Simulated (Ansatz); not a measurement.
**AlAsClH3 (SMILES [Cl][AlH][AsH2]): single points off equilibrium**

One table from this session's results is given with a row withheld; the runs are named, their logs left out.

Program: Ansatz 0.2.0, Gaussian basis. Level of theory: single points in def2-TZVPP. These are calculated values, not measurements.

Correlated methods freeze the cores. Filled d shells of the heavier atoms are correlated.

**Starting geometry**

SMILES `[Cl][AlH][AsH2]`, 6 atoms, charge 0, spin multiplicity 1.

Atoms are counted from 1 here; the program's logs count them from 0.

Bond lengths: Cl1–Al2 2.127 Å, Al2–As3 2.503 Å, Al2–H4 1.566 Å, As3–H5 1.722 Å. Angles: Cl1–Al2–As3 129.6°, Cl1–Al2–H4 101.6°, As3–Al2–H4 127.5°, Al2–As3–H5 73.1°.

Geometry (Å):

```xyz
6

Cl   -2.1689   -1.1848    0.8718
Al   -0.3392   -0.7821   -0.1343
As    1.4521    0.8758    0.4184
H    -0.2372   -2.0070   -1.1043
H     0.8939    1.2519   -1.1662
H     0.0292    1.9048    0.9293
```

The first run:

run/in.yaml

```yaml
crystal:
  periodic: [false, false, false]
  atoms:
    - {symbol: Cl, position_ang: [-2.168900, -1.184800, 0.871800]}
    - {symbol: Al, position_ang: [-0.339200, -0.782100, -0.134300]}
    - {symbol: As, position_ang: [1.452100, 0.875800, 0.418400]}
    - {symbol: H, position_ang: [-0.237200, -2.007000, -1.104300]}
    - {symbol: H, position_ang: [0.893900, 1.251900, -1.166200]}
    - {symbol: H, position_ang: [0.029200, 1.904800, 0.929300]}
basis:
  gaussian: {orbitals: def2-TZVPP}
correlation: {method: ccsd_t}
output: {forces: true}
```

The command line of these runs was not kept.

Among the steps run: CCSD(T)/def2-TZVPP; PBE0-D4/def2-TZVPP; wB97M-V/def2-TZVPP; r2SCAN-D4/def2-TZVPP; PBE-D4/def2-TZVPP; r2SCAN0-D4/def2-TZVPP; CAM-B3LYP-D4/def2-TZVPP.

One table of the session follows, with a row left open; its other results are not shown here.

| method | RMS force component (eV/Å) | angle to CCSD(T) forces (°) | dipole (D) |
| --- | --- | --- | --- |
| CCSD(T) | 1.281 | reference | 1.94 |
| PBE0-D4 | 1.299 | 1.6 | 2.02 |
| wB97M-V | 1.343 | 1.7 | 1.98 |
| r2SCAN-D4 | 1.280 | 1.2 | 1.93 |
| PBE-D4 | 1.153 | 3.8 | 1.97 |
| r2SCAN0-D4 | ? | ? | ? |
| CAM-B3LYP-D4 | 1.359 | 2.1 | 2.03 |

Estimate the missing values for r2SCAN0-D4.

As computed: RMS force component (eV/Å): 1.372; angle to CCSD(T) forces (°): 2.2; dipole (D): 1.98. In the column «RMS force component (eV/Å)» it is the highest.
